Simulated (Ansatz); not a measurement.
**ZrSi+ (sextet): wave-function methods side by side at distance Zr1–Si2 = 3.971 Å, def2-SVP**

An exercise on one series of results from a longer session: the logs are not shown, and one member is left open.

Method: def2-SVP, core rule «outside noble gas», up to 9 orbitals frozen; program: Ansatz 0.2.0, Gaussian basis.

The runs, in order: UHF; CCSD(T) on ROHF; CCSD(T) on UHF; CISD; CCSDT(Q) on ROHF; CCSDT(Q) on UHF; CASSCF and MRCISD+Q, 7 electrons in 7 orbitals; CASSCF and NEVPT2, 7 electrons in 7 orbitals.

45 further runs of the same task are left out: 30 for a known fault of the program, 12 that didn't finish, 3 set aside as unsound or not needed.

## The system

The geometry derives from a PBE0/def2-TZVP stationary point (not a proven minimum). One bond is set to the value named and the two fragments are kept rigid. No spin-orbit coupling is included. Elements past krypton take def2 core potentials.

2 atoms, charge 1, spin multiplicity 6.

Atoms are counted from 1 here; the program's logs count them from 0.

No contacts short enough for the rule that draws bonds.

The first run:

Contents of in.yaml:

```yaml
crystal:
  periodic: [false, false, false]
  atoms:
    - {symbol: Zr, position_ang: [0.000000, 0.000000, 0.000000]}
    - {symbol: Si, position_ang: [0.000000, 0.000000, 3.971000]}
basis:
  gaussian: {orbitals: def2-SVP}
total_charge: 1
magnetization: {spin_polarized: true, initial_magnetization: 5}
hamiltonian: {xc: hf}
output: {orbitals: {seedname: orbitals}}
```

On the command line:

```bash
$ ansatz run in.yaml --threads 1 --pin off --events-out ev --progress --plain --max-ram 2393MiB
```

Among the steps run: UHF; CCSD(T) on ROHF; CCSD(T) on UHF; CISD; CCSDT(Q) on ROHF; CCSDT(Q) on UHF; CASSCF and MRCISD+Q, 7 electrons in 7 orbitals; CASSCF and NEVPT2, 7 electrons in 7 orbitals.

One of the session's tables, all rows but one given; the rest of the session is left out.

```
       method  from RCCSDT(Q) (meV)
         ROHF               +2254.1
          UHF               +2059.8
         RMP2                +689.3
         UMP2                +585.5
         CISD                +141.6
        RCCSD                 +84.1
        UCCSD                 -14.6
     RCCSD(T)                 +40.7
     UCCSD(T)                     ?
       RCCSDT                  +6.6
       UCCSDT                 -77.7
    RCCSDT(Q)                     0
    UCCSDT(Q)                 -80.4
  CASSCF pair               +1903.6
  NEVPT2 pair                +630.6
  MRCISD pair                +135.6
MRCISD+Q pair                 +27.4
```

**Question.** Estimate the row for UCCSD(T).

As computed: from RCCSDT(Q) (meV): -54.2. In the column «from RCCSDT(Q) (meV)» it lies between UCCSDT (-77.7) and UCCSD (-14.6).

Limits of these values: Restricted and unrestricted rows rest on different reference determinants; where their highest levels disagree by more than a few hundredths of an eV, they describe different states and don't form one ladder.
